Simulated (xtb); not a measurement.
# GFN1-xTB run of Si3AsNH8 (SMILES [SiH3]N1[SiH2][AsH][SiH2]1)

We compute an optimisation with harmonic vibrations of Si3AsNH8. 

The calculation is run with xtb 6.7.1.

10 further runs of the same task are left out: 10 set aside as unsound or not needed.

### Step 1. The molecule

Si3AsNH8 has 13 atoms, charge 0, and is taken as a singlet. SMILES: `[SiH3]N1[SiH2][AsH][SiH2]1`. The shape comes from GFN2-xTB, which is rough for such elements, and wasn't checked as a minimum. The run starts from this shape.

Bond lengths: Si1–N2 1.729 Å, N2–Si3 1.753 Å, Si3–As4 2.346 Å, N2–Si5 1.753 Å, As4–Si5 2.345 Å, Si1–H6 1.462 Å, Si1–H7 1.468 Å, Si1–H8 1.462 Å, Si3–H9 1.470 Å, Si3–H10 1.470 Å, As4–H11 1.514 Å, Si5–H12 1.470 Å, Si5–H13 1.470 Å. Some angles: Si1–N2–Si3 127.0°, Si1–N2–Si5 127.0°, Si3–N2–Si5 105.7°, N2–Si3–As4 90.4°, Si3–As4–Si5 73.2°, N2–Si5–As4 90.4°, N2–Si1–H6 106.8°, N2–Si1–H7 109.8°, N2–Si1–H8 106.9°, N2–Si3–H9 109.3°.

### Step 2. An optimisation with harmonic vibrations at GFN1-xTB

input.xyz

```xyz
13

Si    -1.459520     1.299500    -0.251040
N     -0.115060     0.253640     0.047940
Si     1.319470     0.069360    -0.943210
As     2.157820    -1.542320     0.540760
Si     0.029440    -0.943280     1.321070
H     -2.057740     1.602450     1.048420
H     -2.429800     0.624390    -1.120970
H     -0.929770     2.495920    -0.904080
H      2.031710     1.353990    -1.011810
H      0.943800    -0.329990    -2.307360
H      1.625380    -2.697300    -0.279820
H     -1.072890    -1.912060     1.231540
H     -0.042840    -0.274290     2.628550
```

The run is started by

```console
$ xtb input.xyz --ohess vtight --gfn 1 > run.log
```

**Question.** What will come out? Wanted: total energy at the end; dipole moment; HOMO energy; LUMO energy; HOMO–LUMO gap; dispersion energy; lowest harmonic wavenumber; highest harmonic wavenumber; zero-point energy.

Answer, from the run:

At GFN1-xTB:

```
                   quantity          value
    total energy at the end   -15.53133 Eh
              dipole moment         1.46 D
                HOMO energy      -10.45 eV
                LUMO energy       -6.06 eV
              HOMO–LUMO gap        4.40 eV
          dispersion energy  -17.60 kJ/mol
 lowest harmonic wavenumber        35 cm⁻¹
highest harmonic wavenumber      2210 cm⁻¹
          zero-point energy   182.7 kJ/mol
```

**Reading.** At the final geometry: Bond lengths: Si1–N2 1.752 Å, N2–Si3 1.805 Å, Si3–As4 2.344 Å, N2–Si5 1.805 Å, As4–Si5 2.344 Å, Si1–H6 1.452 Å, Si1–H7 1.453 Å, Si1–H8 1.452 Å, Si3–H9 1.458 Å, Si3–H10 1.458 Å, As4–H11 1.497 Å, Si5–H12 1.458 Å, Si5–H13 1.458 Å. Some angles: Si1–N2–Si3 132.7°, Si1–N2–Si5 132.7°, Si3–N2–Si5 94.5°, N2–Si3–As4 96.6°, Si3–As4–Si5 68.8°, N2–Si5–As4 96.6°, N2–Si1–H6 109.0°, N2–Si1–H7 111.0°, N2–Si1–H8 109.0°, N2–Si3–H9 108.2°. All 33 modes are real, so the shape is a minimum at this level. Mulliken charges run from -0.40 on N2 to +0.30 on Si1.
